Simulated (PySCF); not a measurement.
**AgCl₃: relaxation and vibrations of the singlet**

Where does singlet AgCl₃ go from a PBE minimum start, is the end point a minimum, and what are its modes, charges and moments?

Program: PySCF 2.14.0. Level of theory: PBE, basis Ag def2-SVP with ECP28, Cl def2-SVP, scalar-relativistic core potentials, no spin–orbit coupling, density fitting. These are calculated values, not measurements.

## (1) The starting structure

4 atoms, charge 0, spin multiplicity 1.

Bond lengths: Ag1–Cl2 2.296 Å, Ag1–Cl3 2.289 Å, Ag1–Cl4 2.289 Å. Angles: Cl2–Ag1–Cl3 96.4°, Cl2–Ag1–Cl4 96.4°, Cl3–Ag1–Cl4 167.1°.

Z-matrix (Å, degrees; charge 0 multiplicity 1):
```
Ag
Cl 1 2.2955
Cl 1 2.2890 2 96.43
Cl 1 2.2890 2 96.43 3 180.00
```

## (2) The SCF at the typed geometry

The steps below are one call of a driver around PySCF. For each, scf.py gives the equivalent set-up of the SCF; relaxations use the driver's own optimiser. After this first run the driver tries any further starts and a stability analysis.

scf.py

```python
from pyscf import gto, scf, dft
mol = gto.M(atom='''
Ag     0.000000     0.000000    -0.294320
Cl    -0.000000    -0.000000     2.001202
Cl     2.274601    -0.000000    -0.550711
Cl    -2.274601     0.000000    -0.550711''',
    basis={'Ag': 'def2-SVP', 'Cl': 'def2-SVP'},
    ecp={'Ag': 'def2-SVP'},
    charge=0, spin=0)
mf = dft.RKS(mol, xc='PBE')
mf.grids.atom_grid = (50, 194)
aux = {'Ag': 'def2-universal-JKFIT', 'Cl': 'def2-universal-JKFIT'}
mf = mf.density_fit(auxbasis=aux)
mf.conv_tol = 1e-08
mf.diis_space = 10
mf.max_cycle = 60
mf.init_guess = 'minao'
mf.verbose = 4
mf.kernel()
```

Started as:

```
$ OMP_NUM_THREADS=2 python axn.py task.json out
```

The runs that follow: Relaxing the singlet from the PBE minimum start; Is it a minimum? Harmonic modes.

**Question.** What will these runs give? Wanted: minimum; geometry; wavenumbers; dipole moment; highest occupied, lowest empty level; polar-tensor charge of Ag1; zero-point energy; atomisation energy.

The runs gave:

| quantity | value |
| --- | --- |
| minimum | singlet, C2v |
| geometry | Ag–Cl 2.289 Å (×2), Ag–Cl 2.296 Å; Cl–Ag–Cl 96.4° (×2), Cl–Ag–Cl 167.2° |
| wavenumbers (cm⁻¹) | 27 (b2), 101 (b1), 103 (a1), 305 (a1), 337 (a1), 386 (b2) |
| dipole moment | 0.91 D |
| highest occupied, lowest empty level | -7.50, -7.10 eV |
| polar-tensor charge of Ag1 | +0.54 e |
| zero-point energy | 7.5 kJ/mol |
| entropy at 298.15 K | 359.2 J/(mol K) |
| atomisation energy (no zero-point energy) | 645 kJ/mol |

What this shows: The molecule stays C2v, as typed, and the end point is a minimum. The strongest infrared band lies at 386 cm⁻¹ (b2, stretch). Only this shape and spin were tried, so other structures or states may lie lower.
